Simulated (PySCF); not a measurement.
# C7H12N2: the cost of one run

Computed with PySCF 2.14.0 and routines of our own; the level stands in each step. Atoms count from 0.

### Step 1. The system as given

21 atoms, charge 0, multiplicity 1; geometry from: GFN2-xTB.

### Step 2. Magnetic properties: GIAO B3LYP/pcSseg-1

The job: settings as JSON, then the geometry in Å.

```
{"job": {"kind": "mag", "xc": "B3LYP", "basis": "pcSseg-1", "isotopologues": 0}, "charge": 0, "multiplicity": 1}
C     -2.402058    -1.033916    -0.697172
C     -1.719203    -0.638954     0.615373
C     -0.300055    -0.249731     0.387189
C      0.846970    -1.016941     0.372683
C      1.886119    -0.128835     0.052797
C      3.334601    -0.434090    -0.097297
N      1.403560     1.092104    -0.115745
N      0.087346     1.010197     0.082956
C     -0.718605     2.192819    -0.000177
H     -1.880260    -1.872986    -1.151350
H     -2.393128    -0.206264    -1.403342
H     -3.435035    -1.322185    -0.515525
H     -2.264527     0.186243     1.079135
H     -1.742996    -1.488678     1.300411
H      0.926905    -2.066963     0.568695
H      3.680239    -0.136921    -1.085611
H      3.916070     0.117556     0.639513
H      3.507661    -1.498596     0.037960
H     -0.069695     3.002682    -0.326647
H     -1.143254     2.445239     0.974903
H     -1.529574     2.065164    -0.719221
```

Level: GIAO B3LYP/pcSseg-1 magnetisability, rotational g tensor and spin-rotation constants, non-relativistic, gas phase.

The run is started by

```sh
> OMP_NUM_THREADS=1 python excited_run.py task.json out
```

This one command runs all jobs of the session in turn.

**Question.** How long does this first job take on 1 thread of Arm Neoverse V1, shared host, and how much memory does it need?

About 60 s, with a peak of 1 GiB.
